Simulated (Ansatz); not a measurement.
# H4I2N2Zr: one species, many methods

An exercise on one series of results from a longer session: the logs are not shown, and one member is left open.

The runs use Ansatz 0.2.0, Gaussian basis; functionals in def2-TZVPP, the program's frozen cores in correlated methods.

The runs, in order: LDA (SPW92), PBE-D4, revPBE-D4, BLYP-D4, r2SCAN-D4, B97M-V, PBE0-D4, B3LYP-D4, r2SCANh-D4, r2SCAN0-D4, HSE06-D4, BHLYP-D4, CAM-B3LYP-D4, LC-ωPBE, ωB97X-V, ωB97M-V, B2PLYP, PBE-QIDH; CCSD(T)/def2-SVP; MP2/def2-TZVPP; MP2/def2-QZVPP; RPA on PBE.

**The geometry**

The geometry comes from an earlier relaxation with PBE0-D4 in a triple-zeta def2 set; it is a stationary point, not always the lowest conformer. Zr, I take the def2 core potential; no spin-orbit term is included.

SMILES `[NH2][Zr]([NH2])([I])[I]`, 9 atoms, charge 0, spin multiplicity 1.

Atoms are counted from 1 here; the program's logs count them from 0.

Bond lengths: N1–Zr2 2.001 Å, N1–H6 1.013 Å, N1–H7 1.010 Å, Zr2–N3 1.997 Å, Zr2–I4 2.735 Å, Zr2–I5 2.735 Å, N3–H8 1.012 Å, N3–H9 1.012 Å. Angles: Zr2–N1–H6 123.8°, Zr2–N1–H7 126.8°, H6–N1–H7 109.3°, N1–Zr2–N3 105.1°, N1–Zr2–I4 108.6°, N1–Zr2–I5 108.6°, N3–Zr2–I4 110.2°, N3–Zr2–I5 110.3°, I4–Zr2–I5 113.6°, Zr2–N3–H8 125.1°, Zr2–N3–H9 125.1°, H8–N3–H9 109.4°.

Geometry (Å):

```mol
H4I2N2Zr
  3D, bonds by distance, orders not assigned

  9  8  0  0  0  0  0  0  0  0999 V2000
    1.3504    0.9206   -0.4327 N   0  0
   -0.4782    0.1084   -0.3837 Zr  0  0
   -0.4517   -1.1404    1.1748 N   0  0
   -0.8776   -1.2827   -2.7043 I   0  0
   -2.3073    2.0993    0.0289 I   0  0
    1.6468    1.6016   -1.1209 H   0  0
    2.1142    0.7313    0.2008 H   0  0
   -0.2398   -2.1290    1.1251 H   0  0
   -0.7568   -0.9092    2.1119 H   0  0
  1  2  8  0
  2  3  8  0
  2  4  8  0
  2  5  8  0
  1  6  8  0
  1  7  8  0
  3  8  8  0
  3  9  8  0
M  END
```

Set-up of the first run:

in.yaml reads:

```yaml
crystal:
  periodic: [false, false, false]
  atoms:
    - {symbol: N, position_ang: [1.350409, 0.920583, -0.432657]}
    - {symbol: Zr, position_ang: [-0.478222, 0.108404, -0.383733]}
    - {symbol: N, position_ang: [-0.451676, -1.140360, 1.174751]}
    - {symbol: I, position_ang: [-0.877551, -1.282722, -2.704250]}
    - {symbol: I, position_ang: [-2.307326, 2.099328, 0.028931]}
    - {symbol: H, position_ang: [1.646753, 1.601641, -1.120920]}
    - {symbol: H, position_ang: [2.114218, 0.731337, 0.200775]}
    - {symbol: H, position_ang: [-0.239761, -2.129011, 1.125149]}
    - {symbol: H, position_ang: [-0.756845, -0.909200, 2.111945]}
basis:
  gaussian: {orbitals: def2-TZVPP}
hamiltonian: {xc: lda}
output: {orbitals: {seedname: orbitals}}
```

Run with:

```
ansatz run in.yaml --threads 4 --pin off --events-out ev --progress --plain --max-ram 11315MiB
```

Among the steps run: LDA; PBE-D4 (GGA); revPBE-D4 (GGA); BLYP-D4 (GGA); r2SCAN-D4 (meta-GGA); B97M-V (meta-GGA); PBE0-D4 (hybrid); B3LYP-D4 (hybrid); r2SCANh-D4 (hybrid); r2SCAN0-D4 (hybrid); HSE06-D4 (hybrid); BHLYP-D4 (hybrid); CAM-B3LYP-D4 (range-separated); LC-ωPBE (range-separated); ωB97X-V (range-separated); ωB97M-V (range-separated); B2PLYP (double hybrid); PBE-QIDH (double hybrid).

One table of the session follows, with a row left open; its other results are not shown here.

It belongs to the step «Orbital energies across the functionals». 

```
  functional  HOMO (eV)  LUMO (eV)  gap (eV)
 LDA (SPW92)      -6.33      -2.80      3.53
      PBE-D4      -6.16      -2.58      3.58
   revPBE-D4      -6.10      -2.49      3.61
     BLYP-D4      -5.98      -2.45      3.54
   r2SCAN-D4      -6.46      -2.43      4.03
      B97M-V      -6.44      -2.38      4.06
     PBE0-D4      -7.30      -1.79      5.51
    B3LYP-D4          ?          ?         ?
  r2SCANh-D4      -6.88      -2.14      4.74
  r2SCAN0-D4      -7.51      -1.70      5.81
    HSE06-D4      -6.91      -2.16      4.75
    BHLYP-D4      -8.26      -0.84      7.41
CAM-B3LYP-D4      -8.51      -0.74      7.76
     LC-ωPBE      -9.83       0.36     10.19
     ωB97X-V      -9.49       0.26      9.75
     ωB97M-V      -9.37       0.17      9.54
```

Estimate the missing values for B3LYP-D4.

Worked estimate for «HOMO (eV)». Against the share of exact exchange, BLYP-D4 (0, -5.98), BHLYP-D4 (0.5, -8.26) give a slope of -4.56 per unit share; at 0.2 the line stands at -6.89.

**Answer.** HOMO (eV): -7.05; LUMO (eV): -1.99; gap (eV): 5.06. In «HOMO (eV)» the line misses by +0.16.
